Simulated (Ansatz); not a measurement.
# C2H7BSeSi: a ladder of functionals and wavefunction methods

One table from this session's results is given with a row withheld; the runs are named, their logs left out.

Method: functionals in def2-TZVPP, the program's frozen cores in correlated methods; program: Ansatz 0.2.0, Gaussian basis.

Levels to be run: PBE-D4, r2SCAN-D4, PBE0-D4, B3LYP-D4, ωB97X-V, ωB97M-V, B2PLYP; CCSD(T)/def2-TZVPP; MP2/def2-QZVPP; extrapolation to the limit.

## Structure used throughout

An earlier PBE0-D4 in a triple-zeta def2 set relaxation fixed the geometry.

SMILES `CC1[Se]B1[SiH3]`, 12 atoms, charge 0, spin multiplicity 1.

Atoms are counted from 1 here; the program's logs count them from 0.

Bond lengths: C1–C2 1.504 Å, C1–H6 1.092 Å, C1–H7 1.091 Å, C1–H8 1.096 Å, C2–Se3 2.029 Å, C2–B4 1.531 Å, C2–H9 1.088 Å, Se3–B4 1.890 Å, B4–Si5 1.987 Å, Si5–H10 1.490 Å, Si5–H11 1.490 Å, Si5–H12 1.485 Å. Angles: C2–C1–H6 111.9°, C2–C1–H7 111.6°, C2–C1–H8 109.1°, H6–C1–H7 108.3°, H6–C1–H8 107.8°, H7–C1–H8 108.0°, C1–C2–Se3 117.5°, C1–C2–B4 123.4°, C1–C2–H9 114.2°, Se3–C2–B4 62.3°, Se3–C2–H9 109.8°, B4–C2–H9 118.0°, C2–Se3–B4 45.8°, C2–B4–Se3 71.9°, C2–B4–Si5 147.2°, Se3–B4–Si5 140.8°, B4–Si5–H10 109.5°, B4–Si5–H11 109.4° and more.

As a file:

```mol
C2H7BSeSi
  3D, bonds by distance, orders not assigned

 12 12  0  0  0  0  0  0  0  0999 V2000
   -1.7095   -0.6665    0.7815 C   0  0
   -0.4648    0.1249    1.0735 C   0  0
    1.1522   -0.8924    1.7562 Se  0  0
    0.7829    0.0927    0.1862 B   0  0
    1.6169    0.6053   -1.5426 Si  0  0
   -2.2205   -0.9751    1.6963 H   0  0
   -1.4885   -1.5596    0.1948 H   0  0
   -2.4028   -0.0452    0.2038 H   0  0
   -0.6318    1.0079    1.6871 H   0  0
    1.6623    2.0904   -1.6517 H   0  0
    0.7846    0.0907   -2.6663 H   0  0
    2.9959    0.0718   -1.6849 H   0  0
  1  2  8  0
  2  3  8  0
  3  4  8  0
  4  5  8  0
  1  6  8  0
  1  7  8  0
  1  8  8  0
  2  9  8  0
  5 10  8  0
  5 11  8  0
  5 12  8  0
  2  4  8  0
M  END
```

The first run:

File in.yaml:

```yaml
crystal:
  periodic: [false, false, false]
  atoms:
    - {symbol: C, position_ang: [-1.709516, -0.666528, 0.781514]}
    - {symbol: C, position_ang: [-0.464850, 0.124895, 1.073539]}
    - {symbol: Se, position_ang: [1.152223, -0.892449, 1.756197]}
    - {symbol: B, position_ang: [0.782933, 0.092673, 0.186180]}
    - {symbol: Si, position_ang: [1.616944, 0.605256, -1.542617]}
    - {symbol: H, position_ang: [-2.220466, -0.975134, 1.696253]}
    - {symbol: H, position_ang: [-1.488521, -1.559573, 0.194826]}
    - {symbol: H, position_ang: [-2.402798, -0.045221, 0.203824]}
    - {symbol: H, position_ang: [-0.631800, 1.007892, 1.687122]}
    - {symbol: H, position_ang: [1.662300, 2.090408, -1.651674]}
    - {symbol: H, position_ang: [0.784634, 0.090666, -2.666319]}
    - {symbol: H, position_ang: [2.995917, 0.071815, -1.684945]}
basis:
  gaussian: {orbitals: def2-TZVPP}
hamiltonian: {xc: pbe, dispersion: d4}
output: {forces: true, orbitals: {seedname: orbitals}}
```

Launch:

```bash
> ansatz run in.yaml --threads 4 --pin off --events-out ev --progress --plain --max-ram 10444MiB
```

Among the steps run: PBE-D4 (GGA); r2SCAN-D4 (meta-GGA); PBE0-D4 (hybrid); B3LYP-D4 (hybrid); ωB97X-V (range-separated); ωB97M-V (range-separated); B2PLYP (double hybrid); CCSD(T) in def2-TZVPP; MP2 in def2-QZVPP.

One of the session's tables, all rows but one given; the rest of the session is left out.

```
            method  atomisation energy (kJ/mol)
            PBE-D4                       4336.7
         r2SCAN-D4                       4291.0
           PBE0-D4                       4284.7
          B3LYP-D4                       4258.1
           ωB97X-V                            ?
           ωB97M-V                       4254.4
            B2PLYP                       4210.7
     HF/def2-TZVPP                       3171.1
    MP2/def2-TZVPP                       4205.2
   CCSD/def2-TZVPP                       4087.7
CCSD(T)/def2-TZVPP                       4153.8
           MP2/CBS                       4307.9
       CCSD(T)/CBS                       4256.5
```

**Question.** Estimate the row for ωB97X-V.

As computed: atomisation energy (kJ/mol): 4268.7. In the column «atomisation energy (kJ/mol)» it lies between B3LYP-D4 (4258.1) and PBE0-D4 (4284.7).

Caveats from the session: Free atoms (2 C, 1 Se, 1 B, 1 Si, 7 H) were run apart at each level; the atomisation energy is their sum less the molecule, without zero-point or spin-orbit terms.
